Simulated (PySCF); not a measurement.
# DyH8O4 (Dy(H2O)42+): the cost of one run

Computed with PySCF 2.14.0. Level: PBE0, Dy lcecp-0-SVP with ECP56, O def2-SVP, H def2-SVP; scalar-relativistic core potentials, no spin–orbit coupling.

1 further run of the same task is left out (for a known fault of the program).

## Step 1: The system as given

13 atoms, charge 2, spin multiplicity 1.

Bond lengths: Dy1–O2 2.607 Å, Dy1–O5 2.607 Å, Dy1–O8 2.607 Å, Dy1–O11 2.607 Å, O2–H3 0.970 Å, O2–H4 0.970 Å, O5–H6 0.970 Å, O5–H7 0.970 Å, O8–H9 0.970 Å, O8–H10 0.970 Å, O11–H12 0.970 Å, O11–H13 0.970 Å. Angles: O2–Dy1–O5 109.5°, O2–Dy1–O8 109.5°, O2–Dy1–O11 109.5°, O5–Dy1–O8 109.5°, O5–Dy1–O11 109.5°, O8–Dy1–O11 109.5°, Dy1–O2–H3 127.5°, Dy1–O2–H4 127.5°, H3–O2–H4 105.1°, Dy1–O5–H6 127.5°, Dy1–O5–H7 127.5°, H6–O5–H7 105.1°, Dy1–O8–H9 127.5°, Dy1–O8–H10 127.5°, H9–O8–H10 105.1°, Dy1–O11–H12 127.5°, Dy1–O11–H13 127.5°, H12–O11–H13 105.1°.

As a file:

```xyz
13
DyH8O4
Dy    0.00000    0.00000    0.00000
O     1.50540    1.50540    1.50540
H     1.84610    1.30160    2.39050
H     1.84610    2.39050    1.30160
O    -1.50540   -1.50540    1.50540
H    -1.84610   -1.30160    2.39050
H    -1.84610   -2.39050    1.30160
O     1.50540   -1.50540   -1.50540
H     1.84610   -2.39050   -1.30160
H     1.84610   -1.30160   -2.39050
O    -1.50540    1.50540   -1.50540
H    -1.84610    2.39050   -1.30160
H    -1.84610    1.30160   -2.39050
```

Formal oxidation states: Dy +2. Each metal's 10 4f electrons lie in its core potential, so multiplicities, spins and levels count the valence alone.

## Step 2: SCF at the start, singlet

Contents of run.py (the lines that set the calculation):

```python
mol = gto.M(atom='''
Dy     0.00000     0.00000     0.00000
O      1.50540     1.50540     1.50540
H      1.84610     1.30160     2.39050
H      1.84610     2.39050     1.30160
O     -1.50540    -1.50540     1.50540
H     -1.84610    -1.30160     2.39050
H     -1.84610    -2.39050     1.30160
O      1.50540    -1.50540    -1.50540
H      1.84610    -2.39050    -1.30160
H      1.84610    -1.30160    -2.39050
O     -1.50540     1.50540    -1.50540
H     -1.84610     2.39050    -1.30160
H     -1.84610     1.30160    -2.39050''',
    basis={'Dy': 'lcecp-0-SVP', 'O': 'def2-SVP', 'H': 'def2-SVP'},
    ecp={'Dy': 'lcecp-0-SVP'},
    charge=2, spin=0)
mf = dft.RKS(mol, xc='PBE0')
mf.grids.atom_grid = (50, 194)  # f atoms: unpruned, at least (60, 302)
mf = mf.density_fit()  # fitting sets: Dy AutoAux, O def2-universal-JKFIT, H def2-universal-JKFIT
mf.conv_tol = 1e-08; mf.max_cycle = 55
mf.kernel(dm0)  # dm0: free metal ions and neutral atoms
```

Command:

```bash
> OMP_NUM_THREADS=2 python run.py
```

**Question.** How long does this run take on 2 threads of Arm Neoverse V2, shared host, and how much memory does it need?

About 4.1 s, with a peak of 0.8 GiB.
